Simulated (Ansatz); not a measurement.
**ZnHF: functionals against CCSD(T) at one geometry**

The atoms stand at a structure displaced at random from a GFN2-xTB minimum. How far do the functionals agree with CCSD(T) there?

Program: Ansatz 0.2.0, Gaussian basis. Level of theory: single points in def2-TZVPP. These are calculated values, not measurements.

Cores are frozen in the correlated methods. The 3s and 3p shells of Cu and Zn are frozen; filled d shells are correlated. B3LYP uses VWN-RPA correlation.

### 1 The starting structure

SMILES `[F][ZnH]`, 3 atoms, charge 0, spin multiplicity 1.

Atoms are counted from 1 here; the program's logs count them from 0.

Bond lengths: F1–Zn2 1.552 Å, Zn2–H3 1.531 Å. Angles: F1–Zn2–H3 167.6°.

As a file:

```mol
FHZn
  3D, bonds by distance, orders not assigned

  3  2  0  0  0  0  0  0  0  0999 V2000
   -1.2539    0.7944   -0.4859 F   0  0
   -0.0392   -0.0512   -0.0191 Zn  0  0
    1.1243   -0.7138    0.7226 H   0  0
  1  2  8  0
  2  3  8  0
M  END
```

### 2 CCSD(T)/def2-TZVPP

Contents of run/in.yaml:

```yaml
crystal:
  periodic: [false, false, false]
  atoms:
    - {symbol: F, position_ang: [-1.253900, 0.794400, -0.485900]}
    - {symbol: Zn, position_ang: [-0.039200, -0.051200, -0.019100]}
    - {symbol: H, position_ang: [1.124300, -0.713800, 0.722600]}
basis:
  gaussian: {orbitals: def2-TZVPP}
correlation: {method: ccsd_t, frozen_orbitals: {F: 1, H: 0, Zn: 9}}
output: {forces: true}
```

No record of the launch command was kept for these runs.

### 3 PBE0-D4/def2-TZVPP

run/in.yaml: that of step 2 with these lines changed.

```diff
@@ -8,3 +8,3 @@
   gaussian: {orbitals: def2-TZVPP}
-correlation: {method: ccsd_t, frozen_orbitals: {F: 1, H: 0, Zn: 9}}
-output: {forces: true}
+hamiltonian: {xc: pbe0, dispersion: d4}
+output: {forces: true, orbitals: {seedname: orbitals}}
```

### 4 wB97M-V/def2-TZVPP

run/in.yaml: that of step 3 with these lines changed.

```diff
@@ -8,3 +8,3 @@
   gaussian: {orbitals: def2-TZVPP}
-hamiltonian: {xc: pbe0, dispersion: d4}
-output: {forces: true, orbitals: {seedname: orbitals}}
+hamiltonian: {xc: {name: wB97M-V}}
+output: {forces: true}
```

### 5 r2SCAN-D4/def2-TZVPP

run/in.yaml: that of step 4 with these lines changed.

```diff
@@ -8,3 +8,3 @@
   gaussian: {orbitals: def2-TZVPP}
-hamiltonian: {xc: {name: wB97M-V}}
+hamiltonian: {xc: r2scan, dispersion: d4}
 output: {forces: true}
```

### 6 PBE-D4/def2-TZVPP

run/in.yaml: that of step 5 with these lines changed.

```diff
@@ -8,3 +8,3 @@
   gaussian: {orbitals: def2-TZVPP}
-hamiltonian: {xc: r2scan, dispersion: d4}
+hamiltonian: {xc: pbe, dispersion: d4}
 output: {forces: true}
```

### 7 B3LYP-D4/def2-TZVPP

run/in.yaml: that of step 6 with these lines changed.

```diff
@@ -8,3 +8,3 @@
   gaussian: {orbitals: def2-TZVPP}
-hamiltonian: {xc: pbe, dispersion: d4}
+hamiltonian: {xc: {name: B3LYP}, dispersion: d4}
 output: {forces: true}
```

### 8 B97M-V/def2-TZVPP

run/in.yaml: that of step 7 with these lines changed.

```diff
@@ -8,3 +8,3 @@
   gaussian: {orbitals: def2-TZVPP}
-hamiltonian: {xc: {name: B3LYP}, dispersion: d4}
+hamiltonian: {xc: {name: B97M-V}}
 output: {forces: true}
```

(Steps that only read results are left out.)

Before running it: what results should come out? Wanted: energy less free atoms, CCSD(T)/def2-TZVPP; RMS force component; RMS force error; HOMO and LUMO, PBE0-D4; T1 diagnostic.

As calculated:

```
                                  quantity                                                                                           value
energy less free atoms, CCSD(T)/def2-TZVPP                                                                                   -553.0 kJ/mol
                       RMS force component                                                            3.912 to 4.218 eV/Å over the methods
                           RMS force error  PBE0-D4 0.048, wB97M-V 0.089, r2SCAN-D4 0.103, PBE-D4 0.089, B3LYP-D4 0.125, B97M-V 0.188 eV/Å
                    HOMO and LUMO, PBE0-D4                                                                              -9.33 and -0.53 eV
                             T1 diagnostic                                                                                           0.017
```

**Reading.** Against CCSD(T) the functionals' energies less atoms differ by -33.1 to +7.1 kJ/mol, PBE-D4 by -15.2 kJ/mol. CCSD(T) in triple zeta still lacks some correlation energy of the bonds, so part of these gaps is its own basis error and they don't rank the functionals. On forces the order runs from PBE0-D4 to B97M-V. Frozen-core CCSD(T) forces in triple zeta carry basis errors of their own, and this is one geometry, so small gaps rank nothing.
